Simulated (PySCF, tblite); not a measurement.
# C12H8S: changes of charge, part 1 of 2

What do calculations give for the changes of charge of C12H8S (`c1ccc2c(c1)sc1ccccc12`)?

Computed with tblite 0.8.0 and PySCF 2.14.0 and routines of our own; the level stands in each step. Atoms count from 0.

### 1 The starting structure

21 atoms, charge 0, multiplicity 1; geometry from: start built from the parent or by distance geometry.

### 2 Geometry optimisation with GFN2-xTB

The job: settings as JSON, then the geometry in Å.

```
{"job": {"kind": "relax", "xc": "GFN2-xTB", "basis": "xTB"}, "charge": 0, "multiplicity": 1}
C      3.554800    -0.095800     0.093400
C      2.867900     1.118200    -0.093400
C      1.542600     1.236900    -0.117800
C      0.663600     0.140800    -0.020300
C      1.313900    -1.067300     0.179300
C      2.684600    -1.206400     0.211200
S      0.083100    -2.360200     0.292600
C     -1.242600    -1.135500     0.120000
C     -2.609600    -1.381200     0.109300
C     -3.533300    -0.319900    -0.041200
C     -2.951600     0.920400    -0.197300
C     -1.597600     1.138500    -0.185300
C     -0.682600     0.086900    -0.010700
H      4.605500    -0.207300     0.130700
H      3.480800     2.023800    -0.169200
H      1.119600     2.238700    -0.236300
H      3.140300    -2.173200     0.358200
H     -3.015200    -2.380900     0.224200
H     -4.583800    -0.496600    -0.040600
H     -3.593300     1.779200    -0.306400
H     -1.265000     2.174700    -0.301400
```

The run is started by

```console
$ OMP_NUM_THREADS=1 python redox_run.py task.json out
```

This one command runs all jobs of the session in turn.

What it wrote:

```text
step      E/eV     max force
  0    -897.95307    4.612
  1    -898.33518    2.964
  2    -898.49657    0.583
  3    -898.53695    0.424
  4    -898.58164    0.545
  5    -898.59743    0.390
  6    -898.60645    0.235
  7    -898.61465    0.206
  8    -898.62297    0.285
  9    -898.62845    0.197
 10    -898.63111    0.093
 11    -898.63264    0.096
 12    -898.63401    0.092
 13    -898.63535    0.097
 14    -898.63676    0.091
 15    -898.63833    0.100
 16    -898.63987    0.111
 17    -898.64097    0.076
 18    -898.64165    0.059
 19    -898.64223    0.060
 20    -898.64303    0.081
 21    -898.64391    0.080
 22    -898.64451    0.047
 23    -898.64476    0.037
 24    -898.64488    0.034
 25    -898.64499    0.020
 26    -898.64505    0.017
 27    -898.64507    0.008
```

Wall time 0.32 s (1 thread of Arm Neoverse V1, shared host).

Along the way:

```
step  energy from step 0 (eV)  largest force (eV/Å)
   0                   0.0000                4.6115
   1                  -0.3821                2.9635
   2                  -0.5435                0.5829
   3                  -0.5839                0.4237
   4                  -0.6286                0.5449
   5                  -0.6444                0.3904
   6                  -0.6534                0.2348
   7                  -0.6616                0.2055
   8                  -0.6699                0.2847
   9                  -0.6754                0.1971
  10                  -0.6780                0.0926
  11                  -0.6796                0.0963
  12                  -0.6809                0.0922
  13                  -0.6823                0.0968
  14                  -0.6837                0.0909
  15                  -0.6853                0.0998
  16                  -0.6868                0.1107
  17                  -0.6879                0.0763
  18                  -0.6886                0.0595
  19                  -0.6892                0.0599
  20                  -0.6900                0.0811
  21                  -0.6908                0.0796
  22                  -0.6914                0.0471
  23                  -0.6917                0.0365
  24                  -0.6918                0.0344
  25                  -0.6919                0.0205
  26                  -0.6920                0.0167
  27                  -0.6920                0.0083
```

Distances of close pairs at the start and the end, largest changes first:

```
  bond  before (Å)  after (Å)  change (Å)
C3–C12       1.347      1.440      +0.093
 S6–C7       1.813      1.750      -0.063
C7–C12       1.351      1.405      +0.054
 C1–C2       1.331      1.379      +0.049
 C4–S6       1.789      1.750      -0.039
 C0–C5       1.416      1.381      -0.034
 C8–C9       1.415      1.381      -0.034
C0–H13       1.057      1.080      +0.022
```

The final coordinates are the input of the step that follows.

### 3 Vibrational analysis with GFN2-xTB

The job: settings as JSON, then the geometry in Å.

```
{"job": {"kind": "ir", "xc": "GFN2-xTB", "basis": "xTB"}, "charge": 0, "multiplicity": 1}
C      3.467303    -0.139769     0.098682
C      2.925030     1.130365    -0.073064
C      1.558748     1.312852    -0.127280
C      0.712813     0.213955    -0.008465
C      1.277541    -1.061056     0.164794
C      2.649047    -1.246309     0.218604
S      0.069269    -2.320351     0.295608
C     -1.212556    -1.142470     0.116390
C     -2.570023    -1.417016     0.118303
C     -3.453429    -0.366268    -0.035642
C     -2.989288     0.936761    -0.187831
C     -1.636830     1.208159    -0.189612
C     -0.726120     0.166862    -0.036388
H      4.539151    -0.262745     0.137465
H      3.582446     1.981857    -0.165334
H      1.141787     2.299441    -0.261938
H      3.061725    -2.234498     0.350745
H     -2.921733    -2.430151     0.236739
H     -4.515509    -0.559113    -0.037206
H     -3.696943     1.743385    -0.307044
H     -1.280270     2.219993    -0.308470
```

What it wrote:

```text
mode    cm-1     km/mol
  1      92.2      0.40
  2     124.1      0.00
  3     206.5      0.41
  4     210.1      0.01
  5     256.0      0.00
  6     389.1      1.06
  7     399.0      1.69
  8     405.2      0.20
  9     412.0      0.00
 10     462.1      0.10
 11     477.3      0.21
 12     489.3      0.34
 13     535.7      0.00
 14     584.7      1.21
 15     653.9      0.02
 16     691.5      0.00
 17     693.8      4.88
 18     702.5      2.81
 19     757.1      0.15
 20     765.4     54.64
 21     781.0      0.02
 22     870.1      0.00
 23     872.2      0.10
 24     905.3      0.02
 25     906.4      0.39
 26     922.0      0.02
 27     923.0      0.00
 28     964.7      6.83
 29    1046.9     21.18
 30    1073.2      0.05
 31    1081.1      0.01
 32    1098.5     11.23
 33    1156.8      3.04
 34    1157.6      8.17
 35    1180.2      0.09
 36    1182.6      1.65
 37    1227.5      8.40
 38    1243.0      0.02
 39    1305.9      4.20
 40    1339.3      3.54
 41    1341.0      8.51
 42    1399.7     18.04
 43    1422.7      8.90
 44    1438.6      3.84
 45    1474.0      1.21
 46    1564.8      9.89
 47    1568.0      0.11
 48    1588.0      6.82
 49    1589.2      7.54
 50    3080.9      2.26
 51    3082.2      2.57
 52    3086.7     25.65
 53    3088.8      3.43
 54    3094.4     17.38
 55    3096.1    113.07
 56    3101.1     70.99
 57    3102.4      9.84
ZPE 410.697  H(298)-E 438.292  G(298)-E 321.149 kJ/mol  S 392.90 J/(mol K)
```

Run time: 1.3 s. Hardware: 1 thread of Arm Neoverse V1, shared host.

Which atoms move in the most intense modes:

```
cm⁻¹  km/mol                                   atoms
 765    54.6  H19 13 %, H14 12 %, H18 12 %, H13 12 %
1047    21.2     C4 21 %, C7 21 %, C2 12 %, C11 12 %
1098    11.2                        C7 18 %, C4 18 %
1400    18.0                        C5 11 %, C8 11 %
3087    25.6  H13 33 %, H15 28 %, H18 11 %, H16 10 %
3094    17.4            H14 24 %, H16 23 %, H15 18 %
3096   113.1  H20 26 %, H17 22 %, H19 19 %, H15 11 %
3101    71.0            H16 37 %, H13 24 %, H14 11 %
```

### 4 Relaxing the molecule at PBE0-D3(BJ)/def2-SVP

The job, as its differences from that of step 3:

```diff
@@ -1,2 +1,2 @@
-{"job": {"kind": "ir", "xc": "GFN2-xTB", "basis": "xTB"}, "charge": 0, "multiplicity": 1}
+{"job": {"xc": "PBE0", "basis": "def2-SVP", "d3": "d3bj", "grid": 1, "kind": "geom"}, "charge": 0, "multiplicity": 1}
 C      3.467303    -0.139769     0.098682
```

What it wrote:

```text
step   0  E = -859.20378179  max force = 0.009197
step   1  E = -859.20581386  max force = 0.001715
step   2  E = -859.20582589  max force = 0.000207
optimisation converged
```

Wall time 1.7 min (1 thread of Arm Neoverse V1, shared host); peak memory 1.2 GiB.

Relaxation path:

```
step  energy from step 0 (eV)  largest force component (eV/Å)
   0                   0.0000                          0.4729
   1                  -0.0553                          0.0882
   2                  -0.0556                          0.0106
```

Close pairs (by a distance rule), those that changed most:

```
   bond  before (Å)  after (Å)  change (Å)
C11–H20       1.079      1.092      +0.013
 C8–H17       1.079      1.092      +0.013
 C9–H18       1.079      1.092      +0.013
 C2–H15       1.080      1.092      +0.013
 C5–H16       1.079      1.092      +0.013
 C0–H13       1.080      1.092      +0.013
C10–H19       1.080      1.092      +0.012
 C1–H14       1.080      1.092      +0.012
```

The end geometry stands in the next job.

```
                         at the end point                value
  point group (found at 0.08 Å tolerance)                  C2v
rotational constants (GHz, main isotopes)  1.606, 0.579, 0.425
                        dipole moment (D)                 0.74
```

### 5 Single point (C₁₂H₈S): wB97X-D3(BJ)/ma-def2-SVP

Geometry: PBE0-D3(BJ)/def2-SVP.

The job: settings as JSON, then the geometry in Å.

```
{"job": {"kind": "sp", "xc": "wB97X", "basis": "ma-def2-SVP", "d3": "d3bj", "grid": 2}, "charge": 0, "multiplicity": 1}
C      3.489771    -0.142140     0.097450
C      2.946161     1.139485    -0.071673
C      1.570747     1.320797    -0.125012
C      0.717948     0.214957    -0.009227
C      1.282738    -1.068626     0.159686
C      2.665530    -1.255196     0.214650
S      0.070596    -2.323259     0.281410
C     -1.216158    -1.151041     0.111846
C     -2.584721    -1.428562     0.114681
C     -3.475678    -0.372008    -0.033461
C     -3.011790     0.943010    -0.182434
C     -1.650238     1.214677    -0.184416
C     -0.731250     0.167218    -0.036478
H      4.573886    -0.270080     0.138021
H      3.610932     2.001220    -0.162328
H      1.151740     2.321000    -0.257157
H      3.089663    -2.252705     0.346354
H     -2.946687    -2.452158     0.230883
H     -4.549746    -0.571246    -0.033529
H     -3.728025     1.759297    -0.298290
H     -1.293567     2.240640    -0.301261
```

What it wrote:

```text
coarse grid: 19616 points
cycle   1  E = -859.9638141317  dE =  3.375e+00  |g| = 3.562e-01  |ddm| = 4.541e+01
cycle   2  E = -859.9989609383  dE = -3.515e-02  |g| = 2.421e-01  |ddm| = 1.537e+01
cycle   3  E = -860.0117898163  dE = -1.283e-02  |g| = 9.200e-02  |ddm| = 5.719e+00
cycle   4  E = -860.0143092901  dE = -2.519e-03  |g| = 1.989e-02  |ddm| = 2.986e+00
cycle   5  E = -860.0144197236  dE = -1.104e-04  |g| = 6.269e-03  |ddm| = 7.939e-01
cycle   6  E = -860.0144323745  dE = -1.265e-05  |g| = 1.893e-03  |ddm| = 3.447e-01
cycle   7  E = -860.0144344349  dE = -2.060e-06  |g| = 8.961e-04  |ddm| = 1.436e-01
final grid: 189224 points
cycle   8  E = -860.1067667653  dE = -2.205e-05  |g| = 2.746e-03  |ddm| = 3.075e-01
cycle   9  E = -860.1067678006  dE = -1.035e-06  |g| = 2.104e-03  |ddm| = 5.004e-02
cycle  10  E = -860.1067689338  dE = -1.133e-06  |g| = 2.090e-04  |ddm| = 1.939e-02
cycle  11  E = -860.1067689460  dE = -1.216e-08  |g| = 1.575e-04  |ddm| = 5.567e-03
cycle  12  E = -860.1067689534  dE = -7.405e-09  |g| = 2.321e-05  |ddm| = 2.462e-03
converged SCF energy = -860.1067689534
```

Run time: 36 s. Hardware: 1 thread of Arm Neoverse V1, shared host; peak memory 1.5 GiB.

### 6 Single point (C₁₂H₈S+ (doublet)): wB97X-D3(BJ)/ma-def2-SVP

Geometry: PBE0-D3(BJ)/def2-SVP, that of another charge or spin state.

The job, as its differences from that of step 5:

```diff
@@ -1,2 +1,2 @@
-{"job": {"kind": "sp", "xc": "wB97X", "basis": "ma-def2-SVP", "d3": "d3bj", "grid": 2}, "charge": 0, "multiplicity": 1}
+{"job": {"kind": "sp", "xc": "wB97X", "basis": "ma-def2-SVP", "d3": "d3bj", "grid": 2}, "charge": 1, "multiplicity": 2}
 C      3.489771    -0.142140     0.097450
```

What it wrote:

```text
final grid: 189224 points
cycle   1  E = -859.8076743958  dE = -1.992e-10  |g| = 8.043e-06  |ddm| = 1.572e-04
converged SCF energy = -859.8076743958
```

It took 3.1 min on 1 thread of Arm Neoverse V1, shared host; peak memory 1.7 GiB.

### 7 Optimising the geometry with GFN2-xTB

This step treats C12H8S+ (doublet), labelled `[CH]1C=CC2=c3ccccc3=[S+]C2=C1` (the label fixes atoms and charge, not where charge and spin sit).

The job: settings as JSON, then the geometry in Å.

```
{"job": {"kind": "relax", "xc": "GFN2-xTB", "basis": "xTB"}, "charge": 1, "multiplicity": 2}
C      3.506000    -0.148300     0.092200
C      2.935400     1.148100    -0.094700
C      1.588200     1.313200    -0.121800
C      0.715500     0.229600    -0.029800
C      1.279500    -1.072500     0.171000
C      2.654500    -1.256900     0.205900
S      0.071000    -2.317400     0.270400
C     -1.204700    -1.142000     0.116900
C     -2.575700    -1.435400     0.113500
C     -3.485000    -0.374700    -0.028200
C     -3.018700     0.939000    -0.189300
C     -1.658700     1.208000    -0.184500
C     -0.742400     0.169600    -0.019900
H      4.581300    -0.272000     0.129100
H      3.603500     2.018100    -0.161800
H      1.145400     2.322900    -0.236200
H      3.090900    -2.246500     0.349400
H     -2.950200    -2.463600     0.227400
H     -4.551800    -0.565400    -0.025100
H     -3.718700     1.762200    -0.289400
H     -1.301100     2.253200    -0.296100
```

What it wrote:

```text
step      E/eV     max force
  0    -885.94957    2.380
  1    -886.06313    1.081
  2    -886.09290    0.337
  3    -886.10670    0.223
  4    -886.11175    0.179
  5    -886.11349    0.086
  6    -886.11437    0.077
  7    -886.11515    0.068
  8    -886.11565    0.049
  9    -886.11598    0.044
 10    -886.11623    0.038
 11    -886.11643    0.040
 12    -886.11657    0.028
 13    -886.11665    0.019
 14    -886.11670    0.016
 15    -886.11675    0.022
 16    -886.11682    0.023
 17    -886.11688    0.015
 18    -886.11691    0.014
 19    -886.11694    0.014
 20    -886.11697    0.014
 21    -886.11701    0.018
 22    -886.11705    0.013
 23    -886.11708    0.009
```

It took 0.29 s on 1 thread of Arm Neoverse V1, shared host.

Relaxation path:

```
step  energy from step 0 (eV)  largest force (eV/Å)
   0                   0.0000                2.3804
   1                  -0.1136                1.0809
   2                  -0.1433                0.3368
   3                  -0.1571                0.2231
   4                  -0.1622                0.1790
   5                  -0.1639                0.0859
   6                  -0.1648                0.0769
   7                  -0.1656                0.0685
   8                  -0.1661                0.0491
   9                  -0.1664                0.0442
  10                  -0.1667                0.0381
  11                  -0.1669                0.0397
  12                  -0.1670                0.0281
  13                  -0.1671                0.0187
  14                  -0.1671                0.0156
  15                  -0.1672                0.0221
  16                  -0.1672                0.0226
  17                  -0.1673                0.0145
  18                  -0.1673                0.0140
  19                  -0.1674                0.0142
  20                  -0.1674                0.0145
  21                  -0.1674                0.0175
  22                  -0.1675                0.0134
  23                  -0.1675                0.0095
```

Close pairs (by a distance rule), those that changed most:

```
   bond  before (Å)  after (Å)  change (Å)
  C1–C2       1.358      1.397      +0.040
  C0–C1       1.429      1.390      -0.039
C11–H20       1.110      1.079      -0.032
 C2–H15       1.108      1.079      -0.030
 C8–H17       1.100      1.079      -0.022
  C3–C4       1.433      1.413      -0.021
 C1–H14       1.099      1.079      -0.020
  C8–C9       1.404      1.385      -0.019
```

The final coordinates are the input of the step that follows.

### 8 Infrared spectrum with GFN2-xTB

The job: settings as JSON, then the geometry in Å.

```
{"job": {"kind": "ir", "xc": "GFN2-xTB", "basis": "xTB"}, "charge": 1, "multiplicity": 2}
C      3.483946    -0.144886     0.091664
C      2.944789     1.126042    -0.070931
C      1.562853     1.324659    -0.123492
C      0.716839     0.236748    -0.010386
C      1.277182    -1.049277     0.155076
C      2.656280    -1.249284     0.207459
S      0.070539    -2.292605     0.278431
C     -1.211559    -1.133123     0.110377
C     -2.575227    -1.425197     0.114556
C     -3.470708    -0.378632    -0.029861
C     -3.012289     0.925497    -0.175968
C     -1.645840     1.216547    -0.180421
C     -0.733078     0.187805    -0.036986
H      4.553749    -0.274973     0.129933
H      3.601863     1.977230    -0.160876
H      1.162706     2.318025    -0.252259
H      3.061620    -2.240628     0.334990
H     -2.917802    -2.441424     0.229459
H     -4.530341    -0.579135    -0.029028
H     -3.721823     1.730750    -0.287289
H     -1.309688     2.235024    -0.295677
```

What it wrote:

```text
mode    cm-1     km/mol
  1      92.5      0.85
  2     111.8      0.09
  3     200.4      2.39
  4     204.5      0.03
  5     245.8      0.01
  6     365.7      3.64
  7     383.5      0.01
  8     384.8      7.27
  9     396.2      0.79
 10     434.8      0.03
 11     471.2      3.76
 12     476.1      2.79
 13     499.6      0.00
 14     572.7      2.52
 15     635.4      6.42
 16     687.9      0.05
 17     696.0      2.12
 18     701.0      0.22
 19     751.5      0.56
 20     758.5     78.06
 21     761.2      0.04
 22     846.7      0.19
 23     857.1      0.29
 24     909.7      1.32
 25     910.2      0.00
 26     923.2      0.44
 27     925.0      0.85
 28     947.9     14.67
 29    1009.4    135.78
 30    1040.7      0.00
 31    1059.7      8.30
 32    1069.6      4.34
 33    1138.4      0.07
 34    1138.6     10.79
 35    1170.1     13.18
 36    1170.9      0.39
 37    1208.1      3.29
 38    1220.8      0.08
 39    1266.6     28.04
 40    1272.3      0.16
 41    1355.3      9.54
 42    1367.8      5.01
 43    1371.2     10.28
 44    1411.5      6.35
 45    1450.7     23.73
 46    1496.8      1.11
 47    1518.7      0.12
 48    1531.9    131.34
 49    1546.4      3.80
 50    3101.3      0.00
 51    3102.5      0.50
 52    3105.3      1.47
 53    3106.1      0.44
 54    3109.9      0.64
 55    3111.0      0.05
 56    3117.6      1.12
 57    3118.0      1.68
ZPE 405.764  H(298)-E 434.051  G(298)-E 313.936 kJ/mol  S 402.87 J/(mol K)
```

Run time: 1.4 s. Hardware: 1 thread of Arm Neoverse V1, shared host.

The strongest bands and the atoms that carry them (share of the mass-weighted mode):

```
cm⁻¹  km/mol                                   atoms
 758    78.1  H19 13 %, H14 13 %, H18 12 %, H13 12 %
 948    14.7                        C4 18 %, C7 18 %
1009   135.8                       C12 17 %, C3 17 %
1139    10.8                      H19 17 %, H14 15 %
1170    13.2  H13 28 %, H14 20 %, H18 20 %, H19 15 %
1267    28.0     C5 16 %, C8 16 %, C1 11 %, C10 11 %
1451    23.7     C12 14 %, C3 14 %, C9 13 %, C0 13 %
1532   131.3     C2 15 %, C11 15 %, C5 10 %, C8 10 %
```

### 9 Relaxing the molecule at PBE0-D3(BJ)/def2-SVP

This step treats C₁₂H₈S+ (doublet), labelled `[CH]1C=CC2=c3ccccc3=[S+]C2=C1` (the label fixes atoms and charge, not where charge and spin sit).

The job, as its differences from that of step 8:

```diff
@@ -1,2 +1,2 @@
-{"job": {"kind": "ir", "xc": "GFN2-xTB", "basis": "xTB"}, "charge": 1, "multiplicity": 2}
+{"job": {"xc": "PBE0", "basis": "def2-SVP", "d3": "d3bj", "grid": 1, "kind": "geom"}, "charge": 1, "multiplicity": 2}
 C      3.483946    -0.144886     0.091664
```

What it wrote:

```text
step   0  E = -858.91855645  max force = 0.012227
step   1  E = -858.92066077  max force = 0.001878
step   2  E = -858.92068441  max force = 0.000345
step   3  E = -858.92068438  max force = 0.000146
optimisation converged
```

Run time: 3.9 min. Hardware: 1 thread of Arm Neoverse V1, shared host; peak memory 1.4 GiB.

The steps of the relaxation:

```
step  energy from step 0 (eV)  largest force component (eV/Å)
   0                   0.0000                          0.6287
   1                  -0.0573                          0.0966
   2                  -0.0579                          0.0177
   3                  -0.0579                          0.0075
```

Distances of close pairs at the start and the end, largest changes first:

```
   bond  before (Å)  after (Å)  change (Å)
  C4–S6       1.737      1.723      -0.014
  S6–C7       1.737      1.723      -0.014
 C8–H17       1.079      1.092      +0.013
 C5–H16       1.079      1.092      +0.013
 C2–H15       1.079      1.092      +0.013
C11–H20       1.079      1.092      +0.013
C10–H19       1.079      1.092      +0.013
 C1–H14       1.079      1.092      +0.013
```

The end geometry stands in the next job.

```
                         at the end point                value
  point group (found at 0.08 Å tolerance)                  C2v
rotational constants (GHz, main isotopes)  1.649, 0.573, 0.425
                                     ⟨S²⟩                0.770
```

(Continued in part 2 of 2.)
